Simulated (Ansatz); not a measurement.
## BCl2FGeH2, SMILES [F][GeH2][B](Cl)Cl: harmonic frequencies at the relaxed geometry

Computed with the Python package of Ansatz (0.2.0).

`freq_bcl2fgeh2.py`:
```python
import itertools

import ansatz as az
from ase.data import atomic_numbers, covalent_radii
import numpy as np

geometry_ang = [
    ("F", [-1.5623, 0.5342, 1.455]),
    ("Ge", [-0.8918, -0.0945, -0.0411]),
    ("B", [1.1168, 0.0916, -0.0059]),
    ("Cl", [1.8838, 1.7585, 0.1626]),
    ("Cl", [2.183, -1.4052, -0.1411]),
    ("H", [-1.2687, -1.5907, -0.1894]),
    ("H", [-1.4608, 0.7061, -1.2401]),
]
molecule = az.Crystal.molecule()
for symbol, xyz in geometry_ang:
    molecule = molecule.atom(symbol, xyz)

job = (
    molecule.calculation()
    .basis(gaussian="def2-SVP")
    .functional("pbe0")
    .accuracy("medium")
)
symbols = [site.symbol for site in molecule.cartesian_sites]
start = np.array([site.position_ang for site in molecule.cartesian_sites], dtype=float)
def progress(event):
    if event["event"] == "relax_step":
        row = event["data"]
        print(f"step {row['step']:3d}  E = {row['lagrangian_ev']:.6f} eV  largest force component {row['allowed_force_max_ev_ang']:.4f} eV/A")


data = job.relax(force_tolerance=0.003).session().plan().execute(on_event=progress).report
end = np.array(data["positions_ang"])

radius = [covalent_radii[atomic_numbers[s]] for s in symbols]
span = lambda where, i, j: np.linalg.norm(where[i] - where[j])
bonded = [(i, j) for i, j in itertools.combinations(range(len(symbols)), 2) if min(span(start, i, j), span(end, i, j)) < 1.2 * (radius[i] + radius[j])]
print("pair        before    after (A)")
for i, j in bonded:
    print(f"{symbols[i]}{i}-{symbols[j]}{j}".ljust(10), f"{span(start, i, j):8.4f} {span(end, i, j):8.4f}")
for first, second in list(itertools.combinations(bonded, 2)):
    shared = set(first) & set(second)
    if shared and symbols[(j := shared.pop())] != "H":
        i, k = sorted((set(first) | set(second)) - {j})
        u, v = end[i] - end[j], end[k] - end[j]
        angle = np.degrees(np.arccos(np.clip(u @ v / np.linalg.norm(u) / np.linalg.norm(v), -1, 1)))
        print(f"final angle {symbols[i]}{i}-{symbols[j]}{j}-{symbols[k]}{k}: {angle:.2f} deg")

minimum = az.Crystal.molecule()
for symbol, place in zip(symbols, end):
    minimum = minimum.atom(symbol, place.tolist())
vibrating = minimum.calculation()
vibrating = vibrating.basis(gaussian="def2-SVP").functional("pbe0")
vibrating = vibrating.accuracy("medium")
vibrating = vibrating.phonons(temperatures=(100, 500, 100))
vib = vibrating.run(threads=1).report["vibrations"]
sums = vib["harmonic_sums"]
modes = [m["omega_inv_cm"] for m in sums["modes_at_gamma"] if m["rigid_motion"] == "no"]
print("frequencies (1/cm):", " ".join(f"{w:.0f}" for w in modes))
print("imaginary modes:", sum(w < 0 for w in modes), " zero-point energy:", round(sums["zero_point_energy_ev"], 4), "eV")
print("T (K)   F_vib (eV)   S_vib (meV/K)   C_vib (meV/K)")
for row in zip(sums["temperatures_k"], sums["vibrational_free_energy_ev"], vib["entropy_ev_per_k"], vib["heat_capacity_ev_per_k"]):
    print(f"{row[0]:6.1f} {row[1]:11.4f} {1000 * row[2]:13.4f} {1000 * row[3]:15.4f}")
```

Running `python freq_bcl2fgeh2.py` prints:
```text
step   1  E = -84955.349384 eV  largest force component 2.6207 eV/A
step   2  E = -84955.571982 eV  largest force component 1.4002 eV/A
step   3  E = -84955.633251 eV  largest force component 0.5566 eV/A
step   4  E = -84955.647616 eV  largest force component 0.0578 eV/A
step   5  E = -84955.653002 eV  largest force component 0.1525 eV/A
step   6  E = -84955.657232 eV  largest force component 0.2803 eV/A
step   7  E = -84955.662655 eV  largest force component 0.1830 eV/A
step   8  E = -84955.670303 eV  largest force component 0.1797 eV/A
step   9  E = -84955.668658 eV  largest force component 0.3666 eV/A
step  10  E = -84955.675772 eV  largest force component 0.0648 eV/A
step  11  E = -84955.677023 eV  largest force component 0.1289 eV/A
step  12  E = -84955.679635 eV  largest force component 0.0948 eV/A
step  13  E = -84955.681021 eV  largest force component 0.0356 eV/A
step  14  E = -84955.681297 eV  largest force component 0.0415 eV/A
step  15  E = -84955.681477 eV  largest force component 0.0340 eV/A
step  16  E = -84955.681543 eV  largest force component 0.0069 eV/A
step  17  E = -84955.681551 eV  largest force component 0.0015 eV/A
step  18  E = -84955.681554 eV  largest force component 0.0010 eV/A
pair        before    after (A)
F0-Ge1       1.7559   1.7493
Ge1-B2       2.0175   2.0677
Ge1-H5       1.5501   1.5395
Ge1-H6       1.5499   1.5395
B2-Cl3       1.8426   1.7372
B2-Cl4       1.8427   1.7485
final angle F0-Ge1-B2: 108.55 deg
final angle F0-Ge1-H5: 106.11 deg
final angle F0-Ge1-H6: 106.10 deg
final angle B2-Ge1-H5: 112.50 deg
final angle B2-Ge1-H6: 112.50 deg
final angle Ge1-B2-Cl3: 122.38 deg
final angle Ge1-B2-Cl4: 117.92 deg
final angle H5-Ge1-H6: 110.64 deg
final angle Cl3-B2-Cl4: 119.69 deg
frequencies (1/cm): 31 86 187 222 271 378 526 677 706 786 859 916 980 2159 2164
imaginary modes: 0  zero-point energy: 0.6788 eV
T (K)   F_vib (eV)   S_vib (meV/K)   C_vib (meV/K)
 100.0      0.6659        0.2784          0.2910
 200.0      0.6242        0.5498          0.5098
 300.0      0.5569        0.7923          0.6906
 400.0      0.4666        1.0101          0.8223
 500.0      0.3557        1.2042          0.9155
```

These settings explore the input space; basis and method may be short of convergence. The frequencies are harmonic and unscaled, in a modest basis. The result belongs to the one conformer reached from this start, and soft torsions count as harmonic oscillators. Timing: 3 min on 1 thread of INTEL(R) XEON(R) PLATINUM 8581C CPU @ 2.10GHz (Emerald Rapids), with other jobs on the host, peak memory 0.35 GiB.

(Lines on the test bed's own set-up are left out of the output.)
